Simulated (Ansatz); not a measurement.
Write a Python script for Ansatz 0.2.0 through its Python package that makes a calculation of the elastic constants of MoS₂, space group P-3m1. Use: LDA, PAW, the default cutoff (420 eV here), 15×15×7 k-points, Fermi-Dirac smearing of 0.1 eV.

Input file `POSCAR_mos2`:
```text
MoS2
1.0
   3.22746456    0.00000000    0.00000000
  -1.61373228    2.79506630    0.00000000
   0.00000000    0.00000000    6.31247342
Mo S
1 2
Direct
   0.00000000    0.00000000    0.50000000
   0.33333333    0.66666667    0.25531932
   0.66666667    0.33333333    0.74468068
```

Script `mos2.py`:
```python
"""Elastic constants of MoS2."""

import warnings

import ansatz as az
from ase.io import read
import numpy as np

warnings.simplefilter("ignore", az.DeckWarning)

atoms = read("POSCAR_mos2", format="vasp")
xtal = az.Crystal.from_ase(atoms)

calculation = (
    xtal.calculation()
    .pseudopotentials("paw")
    .functional("lda")
    .occupations(az.OccupationsMethod.FERMI_DIRAC)
    .kpoints(15, 15, 7)
)
result = calculation.elastic(az.ElasticMode.CLAMPED_ION).run(threads=1, backend="cpu")
elastic = result.elastic

C = np.asarray(elastic.c_gpa)
for i in range(6):
    for j in range(i, 6):
        if abs(C[i, j]) > 0.05:
            print(f"C{i + 1}{j + 1} = {C[i, j]:.1f} GPa")
print("smallest eigenvalue of C:", round(elastic.stability.min_eigenvalue_gpa, 1), "GPa; stable:", elastic.stability.stable)
# averaged moduli need a positive definite tensor
if elastic.stability.min_eigenvalue_gpa > 0:
    m = elastic.moduli
    anisotropy = 5 * m.g_voigt_gpa / m.g_reuss_gpa + m.k_voigt_gpa / m.k_reuss_gpa - 6
    print(f"Voigt K {m.k_voigt_gpa:.1f} G {m.g_voigt_gpa:.1f}; Reuss K {m.k_reuss_gpa:.1f} G {m.g_reuss_gpa:.1f}; universal anisotropy index {anisotropy:.3f}")
    S = np.linalg.inv(elastic.c_gpa)
    print("Young modulus along x, y, z (GPa):", np.round(1 / np.diag(S)[:3], 1))
    print("linear compressibility along x, y, z (1/TPa):", np.round(1000 * S[:3, :3].sum(axis=1), 2))
```

```console
$ python mos2.py
C11 = 211.3 GPa
C12 = 30.5 GPa
C13 = 105.8 GPa
C14 = 41.7 GPa
C22 = 211.3 GPa
C23 = 105.8 GPa
C24 = -41.7 GPa
C33 = 187.9 GPa
C44 = 107.9 GPa
C55 = 107.9 GPa
C56 = 41.7 GPa
C66 = 90.4 GPa
smallest eigenvalue of C: 56.5 GPa; stable: True
Voigt K 122.3 G 85.6; Reuss K 118.9 G 60.8; universal anisotropy index 2.072
Young modulus along x, y, z (GPa): [132.2 132.2  92.6]
linear compressibility along x, y, z (1/TPa): [3.67 3.67 1.07]
```

Reading the output:
- The run is spin-unpolarised.
- The cell isn't relaxed first, so the values belong to this volume.
- A positive definite tensor excludes instabilities under uniform strain alone; phonons elsewhere in the zone can still be imaginary.
- The cell stands under an uneven stress, so these stress-strain coefficients aren't symmetric, and eigenvalues smaller than that stress decide nothing.
- These are clamped-ion constants: where atoms have free coordinates under strain, the relaxed-ion ones can be far smaller or negative, so this tensor doesn't settle whether the crystal is stable.
- At these settings the cell as given stands under about -6 GPa, so it isn't at this functional's equilibrium volume.
- The structure comes from a database of computed cells and needn't be a stable or known phase.
- Shear constants of a metal converge slowly with the k-point mesh and can be wrong in sign on a coarse one; the constants belong to the cell that was strained.
- The whole script took 3.5 min on 1 thread of Arm Neoverse V1, with other jobs on the host, peak memory 0.76 GiB.

(A comment or docstring line of the script was reworded after the run, the code is as it ran; lines on the test bed's own set-up are left out of the output.)
